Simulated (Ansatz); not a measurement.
# YZn: properties at the relaxed cell

The task here is to estimate one member of a computed series from the others.

Computed with Ansatz 0.2.0 (DFT PBEsol, scalar-relativistic, plane waves, PAW, unless a step's input says otherwise).

1 further run of the same task is left out (set aside as unsound or not needed).

## The starting structure

The structure is cubic, space group Pm-3m (No. 221). The conventional cell has a = 3.521 Å, b = 3.521 Å, c = 3.521 Å, α = 90.00°, β = 90.00°, γ = 90.00°. Around Y (site symmetry m-3m) lie 8 Zn at 3.05 Å. Around Zn (site symmetry m-3m) lie 8 Y at 3.05 Å.

Coordinates:

```xyz
2
Lattice="3.5214 0.0000 0.0000 0.0000 3.5214 0.0000 0.0000 0.0000 3.5214" Properties=species:S:1:pos:R:3 pbc="T T T"
Y     0.0000    0.0000    0.0000
Zn    1.7607    1.7607    1.7607
```

It is the result of an earlier relaxation at this level (volume 21.83 Å³/atom; gap on the mesh: none (metal)).

Set-up of the first run:

File input.yaml:

```yaml
crystal:
  lattice:
    - [3.5213666091, 0.0, 0.0]
    - [0.0, 3.5213666091, 0.0]
    - [0.0, 0.0, 3.5213666091]
  atoms:
    - { symbol: "Y", position: [0.0, 0.0, 0.0] }
    - { symbol: Zn, position: [0.5, 0.5, 0.5] }
basis:
  ecutwfc: 420
kpoints:
  mp_grid: { grid: [12, 12, 12] }
  band_path:
    path:
      - [[0.0, 0.0, 0.0], [0.0, 0.5, 0.0], [0.5, 0.5, 0.0], [0.0, 0.0, 0.0], [0.5, 0.5, 0.5], [0.0, 0.5, 0.0]]
      - [[0.5, 0.5, 0.5], [0.5, 0.5, 0.0]]
    npoints: 14
hamiltonian:
  xc: pbesol
scf:
  occupations: { method: gaussian, width: 0.1 }
  n_extra_bands: 6
output:
  forces: true
  stress: true
  eigenvalues: true
  populations: true
  dos: { projected: true, de: 0.02, nscf_kmesh: { grid: [18, 18, 18] } }
  bader: true
  write_density: true
  write_potential: true
  elf: true
  volumetric_format: npy
```

Started as:

```sh
$ ansatz run input.yaml --threads 1 --pin off --max-ram 2560MiB --backend cpu --events-out ev --progress --plain --runs-dir out
```

Among the steps run: Static run: bands, density of states and charges; Back to the database's cell; The cell scaled to 0.97 of its volume; The cell scaled to 1.03 of its volume; The cell scaled to 0.94 of its volume; Volume × 1.06; The cell scaled to 0.91 of its volume; Point at V/V0 = 1.10; Point at V/V0 = 0.88.

One table of the session follows, with a row left open; its other results are not shown here.

It belongs to the step «Fit of the equation of state». 

```
volume (Å³/atom)  energy above the lowest point (meV/atom)  pressure (GPa)
          19.213                                      78.9           10.79
          19.868                                         ?               ?
          20.523                                      17.5            4.58
          21.178                                       4.0            2.10
          21.833                                       0.0           -0.05
          22.487                                       4.1           -1.90
          23.142                                      15.3           -3.49
          24.016                                      39.4           -5.27
```

**Question.** Estimate the row for volume (Å³/atom) = 19.868.

Worked estimate for «energy above the lowest point (meV/atom)». A straight line through the neighbours (19.213, 78.9) and (20.523, 17.5) gives 78.9 + (17.5 − 78.9) × (19.868 − 19.213) / (20.523 − 19.213) = 48.2; a parabola fitted to 3 rows on both sides gives 42.5.

The run gave: energy above the lowest point (meV/atom): 41.9; pressure (GPa): 7.45. In «energy above the lowest point (meV/atom)» the line misses by +6.3 and the parabola by +0.6.

Limits of these values: The projections leave out shells that the potentials don't hold, such as empty d states.
